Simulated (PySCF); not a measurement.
# C3H5ClGeO: the cost of one run

Programs: PySCF 2.14.0, with density-fitted response routines of our own. Each step states its level of theory. These are calculated values for one molecule in the gas phase, unless marked as measured. Atoms are numbered from 0 throughout.

## Step 1: The molecule as given

11 atoms, charge 0, multiplicity 1; geometry from: PBE0-D3(BJ)/def2-SVP.

Bonds of the start (Å): O0–C1 1.16, C1–C2 1.32, C2–C3 1.49, C3–Cl4 1.82, C3–Ge5 1.98, C2–H6 1.09, C3–H7 1.10, Ge5–H8 1.54, Ge5–H9 1.54, Ge5–H10 1.54.

## Step 2: NMR shieldings: PBE0/6-31G*

What the job is given:

```
{"job": {"kind": "nmr", "xc": "PBE0", "basis": "6-31G*", "pop": true}, "charge": 0, "multiplicity": 1}
O     -2.864526     0.582949    -0.738259
C     -2.061781    -0.251740    -0.690750
C     -1.118068    -1.176006    -0.638922
C     -0.238611    -1.338332     0.548927
Cl    -0.699275    -2.792946     1.548629
Ge     1.657937    -1.564357     0.038966
H     -1.058003    -1.865476    -1.486076
H     -0.330755    -0.477709     1.225672
H      1.729865    -2.753132    -0.932833
H      2.135411    -0.278644    -0.663643
H      2.500448    -1.835704     1.293747
```

Level: GIAO PBE0/6-31G* NMR shielding, non-relativistic, gas phase.

Launch:

```console
$ OMP_NUM_THREADS=1 python probes_run.py task.json out
```

One launch serves the whole session: the jobs run in the order shown.

Q: Estimate the wall time and peak memory of this first job on 1 thread of Arm Neoverse N1, shared host.

About 22 s, with a peak of 0.6 GiB.
